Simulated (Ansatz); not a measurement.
**CH4SSe (SMILES CS[SeH]): one structure at several levels**

Aim: energy, forces and dipole at a structure displaced at random from a GFN2-xTB minimum, from CCSD(T) and from density functionals.

Method: single points in def2-TZVPP; program: Ansatz 0.2.0, Gaussian basis.

Correlated methods freeze the cores. Filled d shells of the heavier atoms are correlated.

## 1. The starting structure

SMILES `CS[SeH]`, 7 atoms, charge 0, spin multiplicity 1.

Atoms are counted from 1 here; the program's logs count them from 0.

Bond lengths: C1–S2 1.887 Å, C1–H4 1.303 Å, C1–H5 1.080 Å, C1–H6 1.242 Å, S2–Se3 2.483 Å, Se3–H7 1.586 Å. Angles: S2–C1–H4 110.7°, S2–C1–H5 118.0°, S2–C1–H6 104.1°, H4–C1–H5 107.8°, H4–C1–H6 113.0°, H5–C1–H6 103.1°, C1–S2–Se3 97.7°, S2–Se3–H7 93.9°.

Geometry (Å):

```xyz
7
charge 0, multiplicity 1
C    -0.5710    0.8712   -0.2355
S    -0.6180   -0.3867    1.1700
Se    0.8724   -2.0877    0.1444
H    -0.7501    0.2843   -1.3854
H     0.3002    1.5032   -0.3204
H    -1.4753    1.6740    0.0458
H     2.1974   -1.4213    0.7063
```

## 2. CCSD(T)/def2-TZVPP

run/in.yaml reads:

```yaml
crystal:
  periodic: [false, false, false]
  atoms:
    - {symbol: C, position_ang: [-0.571000, 0.871200, -0.235500]}
    - {symbol: S, position_ang: [-0.618000, -0.386700, 1.170000]}
    - {symbol: Se, position_ang: [0.872400, -2.087700, 0.144400]}
    - {symbol: H, position_ang: [-0.750100, 0.284300, -1.385400]}
    - {symbol: H, position_ang: [0.300200, 1.503200, -0.320400]}
    - {symbol: H, position_ang: [-1.475300, 1.674000, 0.045800]}
    - {symbol: H, position_ang: [2.197400, -1.421300, 0.706300]}
basis:
  gaussian: {orbitals: def2-TZVPP}
correlation: {method: ccsd_t}
output: {forces: true}
```

The command line of these runs was not kept.

## 3. PBE0-D4/def2-TZVPP

run/in.yaml, as its differences from that of step 2:

```diff
@@ -12,3 +12,3 @@
   gaussian: {orbitals: def2-TZVPP}
-correlation: {method: ccsd_t}
-output: {forces: true}
+hamiltonian: {xc: pbe0, dispersion: d4}
+output: {forces: true, orbitals: {seedname: orbitals}}
```

## 4. wB97M-V/def2-TZVPP

run/in.yaml, as its differences from that of step 3:

```diff
@@ -12,3 +12,3 @@
   gaussian: {orbitals: def2-TZVPP}
-hamiltonian: {xc: pbe0, dispersion: d4}
-output: {forces: true, orbitals: {seedname: orbitals}}
+hamiltonian: {xc: {name: wB97M-V}}
+output: {forces: true}
```

## 5. r2SCAN-D4/def2-TZVPP

run/in.yaml, as its differences from that of step 4:

```diff
@@ -12,3 +12,3 @@
   gaussian: {orbitals: def2-TZVPP}
-hamiltonian: {xc: {name: wB97M-V}}
+hamiltonian: {xc: r2scan, dispersion: d4}
 output: {forces: true}
```

## 6. PBE-D4/def2-TZVPP

run/in.yaml, as its differences from that of step 5:

```diff
@@ -12,3 +12,3 @@
   gaussian: {orbitals: def2-TZVPP}
-hamiltonian: {xc: r2scan, dispersion: d4}
+hamiltonian: {xc: pbe, dispersion: d4}
 output: {forces: true}
```

## 7. CAM-B3LYP-D4/def2-TZVPP

run/in.yaml, as its differences from that of step 6:

```diff
@@ -12,3 +12,3 @@
   gaussian: {orbitals: def2-TZVPP}
-hamiltonian: {xc: pbe, dispersion: d4}
+hamiltonian: {xc: {name: CAM-B3LYP}, dispersion: d4}
 output: {forces: true}
```

## 8. HSE06-D4/def2-TZVPP

run/in.yaml, as its differences from that of step 7:

```diff
@@ -12,3 +12,3 @@
   gaussian: {orbitals: def2-TZVPP}
-hamiltonian: {xc: {name: CAM-B3LYP}, dispersion: d4}
+hamiltonian: {xc: hse06, dispersion: d4}
 output: {forces: true}
```

(Steps that only read results are left out.)

Before running it: what results should come out? Wanted: energy less free atoms, CCSD(T)/def2-TZVPP; RMS force component; RMS force error; HOMO and LUMO, PBE0-D4; T1 diagnostic.

**Answer**, as computed:

| quantity | value |
| --- | --- |
| energy less free atoms, CCSD(T)/def2-TZVPP | -20.544 eV |
| RMS force component | 1.579 to 1.776 eV/Å over the methods |
| RMS force error | PBE0-D4 0.127, wB97M-V 0.131, r2SCAN-D4 0.063, PBE-D4 0.168, CAM-B3LYP-D4 0.109, HSE06-D4 0.122 eV/Å |
| HOMO and LUMO, PBE0-D4 | -7.05 and -2.62 eV |
| T1 diagnostic | 0.011 |

Against CCSD(T) the functionals' energies less atoms differ by -1.367 to -0.472 eV, PBE-D4 by -1.367 eV. A larger basis would deepen the CCSD(T) value, while the functionals are nearly converged already, so the order here is not reliable. The forces of r2SCAN-D4 come nearest to CCSD(T), those of PBE-D4 are farthest. Frozen-core CCSD(T) forces in triple zeta carry basis errors of their own, and this is one geometry, so small gaps rank nothing. The restricted Hartree–Fock reference is unstable towards an unrestricted one at one or more of these structures.
